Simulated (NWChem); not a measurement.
# One shape, several levels: SiBrF3 (SMILES F[Si](F)(F)Br)

Aim: a comparison of 6 runs (HF/STO-3G, HF/3-21G, B3LYP/6-31G*, PBE0/6-31G*, TPSS/def2-SVP) of SiBrF3. 

The calculation is run with NWChem 7.3.0.

**1. Starting point**

The species is SiBrF3 (5 atoms), meant as a singlet with charge 0. As SMILES, `F[Si](F)(F)Br`. Geometry: relaxed at PBE0-D4/def2-TZVP.

Bond lengths: F1–Si2 1.568 Å, Si2–F3 1.567 Å, Si2–F4 1.567 Å, Si2–Br5 2.162 Å. Angles: F1–Si2–F3 108.3°, F1–Si2–F4 108.4°, F1–Si2–Br5 110.6°, F3–Si2–F4 108.4°, F3–Si2–Br5 110.6°, F4–Si2–Br5 110.6°.

**2. Energy and forces at HF/STO-3G (run 1)**

File m1.nw:

```
start m1
title "BrF3Si"
memory 2200 mb
charge 0
geometry noautosym nocenter noautoz
  F     -0.029000     0.035600     1.596600
  Si     0.067100    -0.086300     0.036800
  F     -0.416000    -1.518900    -0.376900
  F      1.570800     0.066500    -0.378400
  Br    -1.143000     1.429400    -0.919600
end
basis spherical bse
  * library STO-3G
end
scf
  thresh 1e-08
  maxiter 80
end
task scf gradient
```

Started as:

```console
$ nwchem m1.nw > m1.out
```

Output:

```text
[...]
  functions       =    42
[...]
  wavefunction    = RHF
[...]
         Total SCF energy =  -3124.502082196391
      One-electron energy =  -5294.357337578299
      Two-electron energy =   1709.630682455784
 Nuclear repulsion energy =    460.224572926124
        Time for solution =      2.4s
[...]
                         RHF ENERGY GRADIENTS
    atom               coordinates                        gradient
                 x          y          z           x          y          z
   1 F      -0.054802   0.067274   3.017137    0.000745  -0.000952  -0.019870
   2 Si      0.126801  -0.163083   0.069542    0.005901  -0.007386   0.004591
   3 F      -0.786126  -2.870305  -0.712238    0.005604   0.018537   0.004833
   4 F       2.968382   0.125667  -0.715072   -0.019323  -0.001345   0.004852
   5 Br     -2.159957   2.701174  -1.737792    0.007072  -0.008854   0.005594
[...]
```

Wall time 4.2 s (1 thread of Intel Xeon Platinum 8488C (Sapphire Rapids), shared host); peak memory 0.097 GiB.

**3. Energy and gradient at HF/3-21G (run 2)**

File a.nw:

```
start a
title "BrF3Si hf"
memory total 2200 mb

geometry noautosym nocenter noautoz
 F    -0.029000    0.035600    1.596600
 Si    0.067100   -0.086300    0.036800
 F    -0.416000   -1.518900   -0.376900
 F     1.570800    0.066500   -0.378400
 Br   -1.143000    1.429400   -0.919600
end

basis spherical bse
 * library 3-21G
end

scf
 thresh 1e-08
 maxiter 80
 noprint "final vectors analysis"
end

task scf gradient
```

Started as:

```console
$ nwchem a.nw > a.out
```

Output:

```text
[...]
  functions       =    62
[...]
  wavefunction    = RHF
[...]
         Total SCF energy =  -3144.373731492069
      One-electron energy =  -5301.234688885253
      Two-electron energy =   1696.636384467061
 Nuclear repulsion energy =    460.224572926124
        Time for solution =      2.8s
[...]
                         RHF ENERGY GRADIENTS
    atom               coordinates                        gradient
                 x          y          z           x          y          z
   1 F      -0.054802   0.067274   3.017137   -0.000216   0.000245  -0.028284
   2 Si      0.126801  -0.163083   0.069542    0.005205  -0.006513   0.004035
   3 F      -0.786126  -2.870305  -0.712238    0.006456   0.027015   0.005655
   4 F       2.968382   0.125667  -0.715072   -0.027778  -0.000293   0.005682
   5 Br     -2.159957   2.701174  -1.737792    0.016334  -0.020455   0.012913
[...]
```

Wall time 4.8 s (1 thread of Intel Xeon Platinum 8488C (Sapphire Rapids), shared host); peak memory 0.094 GiB.

**4. Energy and gradient at B3LYP/6-31G(d) (spherical functions) (run 3)**

File nw.xyz:

```xyz
5
BrF3Si
F     -0.029000     0.035600     1.596600
Si     0.067100    -0.086300     0.036800
F     -0.416000    -1.518900    -0.376900
F      1.570800     0.066500    -0.378400
Br    -1.143000     1.429400    -0.919600
```

File run.py:

```python
from ase.io import read
from ase.calculators.nwchem import NWChem

mol = read('nw.xyz')

calc = NWChem(
    label='nw',
    theory='dft',
    memory='2200 mb',
    basis='6-31G*',
    basispar='spherical bse',
    dft={'xc': 'b3lyp', 'mult': '1', 'grid': 'fine', 'convergence': 'energy 1e-08', 'iterations': '100', 'mulliken': None, 'print': 'low'},
)
mol.calc = calc

forces = mol.get_forces()
print("Total energy (eV):", round(mol.get_potential_energy(), 6))
print("forces (eV/A):")
for s, f in zip(mol.symbols, forces):
    print(f"{s:2s} {f[0]:10.5f} {f[1]:10.5f} {f[2]:10.5f}")
```

Started as:

```console
$ export ASE_NWCHEM_COMMAND="nwchem PREFIX.nwi > PREFIX.nwo"
$ python run.py
```

Output:

```text
Total energy (eV): -86072.804735
forces (eV/A):
F    -0.06546    0.08279    0.83113
Si   -0.18841    0.23577   -0.14552
F    -0.27521   -0.75842   -0.23490
F     0.80074    0.09976   -0.23577
Br   -0.27171    0.34016   -0.21489
```

The calculator wrote nw.nwi:

```
title "nw"

permanent_dir nw

scratch_dir nw

start nw

geometry units angstrom nocenter noautosym noautoz
  F  -2.9000000000000001e-02 3.5600000000000000e-02 1.5966000000000000e+00
  Si 6.7100000000000007e-02 -8.6300000000000002e-02 3.6799999999999999e-02
  F  -4.1599999999999998e-01 -1.5188999999999999e+00 -3.7690000000000001e-01
  F  1.5708000000000000e+00 6.6500000000000004e-02 -3.7840000000000001e-01
  Br -1.1430000000000000e+00 1.4294000000000000e+00 -9.1959999999999997e-01
end

memory 2200 mb

basis spherical bse noprint
   * library 6-31G*
end

dft
  xc b3lyp
  mult 1
  grid fine
  convergence energy 1e-08
  iterations 100
  mulliken
  print low
end

task dft gradient
```

nw.nwo:

```text
Northwest Computational Chemistry Package (NWChem) 7.3.0
             --------------------------------------------------------

           Job information
           ---------------

    nwchem branch   = 7.3.0
    use scalapack   = T
    input           = nw.nwi
    prefix          = nw.
    data base       = nw/nw.db
    status          = startup
    nproc           =        1

           Memory information
           ------------------

    heap     =     72089594 doubles =      550.0 Mbytes
    stack    =     72089599 doubles =      550.0 Mbytes
    global   =    144179200 doubles =     1100.0 Mbytes (distinct from heap & stack)
    total    =    288358393 doubles =     2200.0 Mbytes
    verify   = yes
    hardfail = no

[... 37 lines left out ...]
            Nuclear Dipole moment (a.u.)
[... 68 lines left out ...]
   convergence    iter        energy       DeltaE   RMS-Dens  Diis-err    time
[... 11 lines left out ...]
         Total DFT energy =    -3163.117257536207
      One electron energy =    -5317.858747842532
           Coulomb energy =     1838.442114954711
    Exchange-Corr. energy =     -143.925197574509
 Nuclear repulsion energy =      460.224572926123
[... 29 lines left out ...]
                         DFT ENERGY GRADIENTS

    atom               coordinates                        gradient
                 x          y          z           x          y          z
   1 F      -0.054802   0.067274   3.017137    0.001273  -0.001610  -0.016163
   2 Si      0.126801  -0.163083   0.069542    0.003664  -0.004585   0.002830
   3 F      -0.786126  -2.870305  -0.712238    0.005352   0.014749   0.004568
   4 F       2.968382   0.125667  -0.715072   -0.015572  -0.001940   0.004585
   5 Br     -2.159957   2.701174  -1.737792    0.005284  -0.006615   0.004179

 Task  times  cpu:       26.7s     wall:       26.7s
 Total times  cpu:       26.8s     wall:       26.8s
```

Run time: 28 s. Hardware: 1 thread of Intel Xeon Platinum 8488C (Sapphire Rapids), shared host; peak memory 0.12 GiB.

Runs 4 to 5 aren't shown in full; the table further down has their settings and results.

**5. Energy and forces at B3LYP/6-31G(d) (Cartesian functions) (run 6)**

File run.py:

```python
from ase import Atoms
from ase.calculators.nwchem import NWChem

atoms = Atoms(['F', 'Si', 'F', 'F', 'Br'], positions=[
    [-0.029000, 0.035600, 1.596600],
    [0.067100, -0.086300, 0.036800],
    [-0.416000, -1.518900, -0.376900],
    [1.570800, 0.066500, -0.378400],
    [-1.143000, 1.429400, -0.919600],
])

calc = NWChem(
    label='run',
    theory='dft',
    memory='2200 mb',
    basis='6-31G*',
    dft={'xc': 'b3lyp', 'mult': '1', 'grid': 'fine', 'convergence': 'energy 1e-08', 'iterations': '100', 'mulliken': None},
)
atoms.calc = calc

forces = atoms.get_forces()
print("Total energy (eV):", round(atoms.get_potential_energy(), 6))
print("forces (eV/A):")
for s, f in zip(atoms.symbols, forces):
    print(f"{s:2s} {f[0]:10.5f} {f[1]:10.5f} {f[2]:10.5f}")
print("dipole (e A):", atoms.get_dipole_moment().round(4))
```

Started as:

```console
$ export ASE_NWCHEM_COMMAND="nwchem PREFIX.nwi > PREFIX.nwo"
$ python run.py
```

Output:

```text
Total energy (eV): -86073.207251
forces (eV/A):
F    -0.06433    0.08135    0.76778
Si   -0.13385    0.16743   -0.10243
F    -0.25891   -0.69883   -0.22081
F     0.73904    0.09708   -0.22158
Br   -0.28195    0.35296   -0.22302
dipole (e A): [-0.0578  0.0724 -0.0458]
```

The calculator wrote run.nwi:

```
title "run"

permanent_dir run

scratch_dir run

start run

geometry units angstrom nocenter noautosym noautoz
  F  -2.9000000000000001e-02 3.5600000000000000e-02 1.5966000000000000e+00
  Si 6.7100000000000007e-02 -8.6300000000000002e-02 3.6799999999999999e-02
  F  -4.1599999999999998e-01 -1.5188999999999999e+00 -3.7690000000000001e-01
  F  1.5708000000000000e+00 6.6500000000000004e-02 -3.7840000000000001e-01
  Br -1.1430000000000000e+00 1.4294000000000000e+00 -9.1959999999999997e-01
end

memory 2200 mb

basis noprint
   * library 6-31G*
end

dft
  xc b3lyp
  mult 1
  grid fine
  convergence energy 1e-08
  iterations 100
  mulliken
end

task dft gradient
```

run.nwo:

```text
Northwest Computational Chemistry Package (NWChem) 7.3.0
             --------------------------------------------------------

           Job information
           ---------------

    nwchem branch   = 7.3.0
    use scalapack   = T
    input           = run.nwi
    prefix          = run.
    data base       = run/run.db
    status          = startup
    nproc           =        1

           Memory information
           ------------------

    heap     =     72089594 doubles =      550.0 Mbytes
    stack    =     72089599 doubles =      550.0 Mbytes
    global   =    144179200 doubles =     1100.0 Mbytes (distinct from heap & stack)
    total    =    288358393 doubles =     2200.0 Mbytes
    verify   = yes
    hardfail = no

[... 98 lines left out ...]
  convergence criterion.
[... 40 lines left out ...]
          Spatial weights used:  Erf1
[... 72 lines left out ...]
         Total DFT energy =    -3163.132049728991
[... 3 lines left out ...]
 Nuclear repulsion energy =      460.224572926123
[... 763 lines left out ...]
          Convergence on gradient requested:  5.00D-04
[... 27 lines left out ...]
          total energy or number of iterations.
[... 28 lines left out ...]
    atom               coordinates                        gradient
                 x          y          z           x          y          z
   1 F      -0.054802   0.067274   3.017137    0.001251  -0.001582  -0.014931
   2 Si      0.126801  -0.163083   0.069542    0.002603  -0.003256   0.001992
   3 F      -0.786126  -2.870305  -0.712238    0.005035   0.013590   0.004294
   4 F       2.968382   0.125667  -0.715072   -0.014372  -0.001888   0.004309
   5 Br     -2.159957   2.701174  -1.737792    0.005483  -0.006864   0.004337

                 ----------------------------------------
                 |  Time  |  1-e(secs)   |  2-e(secs)   |
                 ----------------------------------------
                 |  CPU   |       0.01   |       8.14   |
                 ----------------------------------------
                 |  WALL  |       0.01   |       8.14   |
                 ----------------------------------------

 Task  times  cpu:       26.9s     wall:       26.9s
 Total times  cpu:       26.9s     wall:       26.9s
```

Run time: 28 s. Hardware: 1 thread of Intel Xeon Platinum 8488C (Sapphire Rapids), shared host; peak memory 0.12 GiB.

**6. Overview of the runs**

```tsv
run	level	iteration cap	module	energy (Eh)	dipole moment (D)	HOMO energy (eV)	LUMO energy (eV)	wall time
1	HF/STO-3G	80	scf	-3124.502082	0.91	-9.33	9.03	4.2 s
2	HF/3-21G	80	scf	-3144.373731	0.50	–	–	4.8 s
3	B3LYP/6-31G* (spherical functions)	100	dft	-3163.117258	–	–	–	28 s
4	PBE0/6-31G* (spherical functions)	100	dft	-3162.378664	0.48	-9.49	0.04	26 s
5	TPSS/def2-SVP	100	dft	-3162.708498	0.58	-8.20	-0.57	19 s
6	B3LYP/6-31G* (Cartesian functions)	100	dft	-3163.132050	0.50	-9.16	-0.25	28 s
```

**7. Summary of results**

| quantity | value |
| --- | --- |
| run 6: total energy | -3163.13205 Eh |
| run 6: dipole moment | 0.50 D |
| run 6: HOMO energy | -9.16 eV |
| run 6: LUMO energy | -0.25 eV |
| run 6: HOMO–LUMO gap | 8.91 eV |
| run 6: largest force on an atom | 0.778 eV/Å |

In words: Over runs 1, 2, 4, 5, 6 the dipole moment (its size) runs from 0.48 D (PBE0/6-31G*) to 0.91 D (HF/STO-3G). The two ends differ in method and basis. The two dipoles point in opposite directions. Over runs 1, 4, 5, 6 the HOMO–LUMO gap runs from 7.63 eV (TPSS/def2-SVP) to 18.36 eV (HF/STO-3G). Totals of different functionals can't be ranked against each other. In run 1 the basis is minimal, so the values are rough. All runs together took 1.9 min, the longest 28 s.
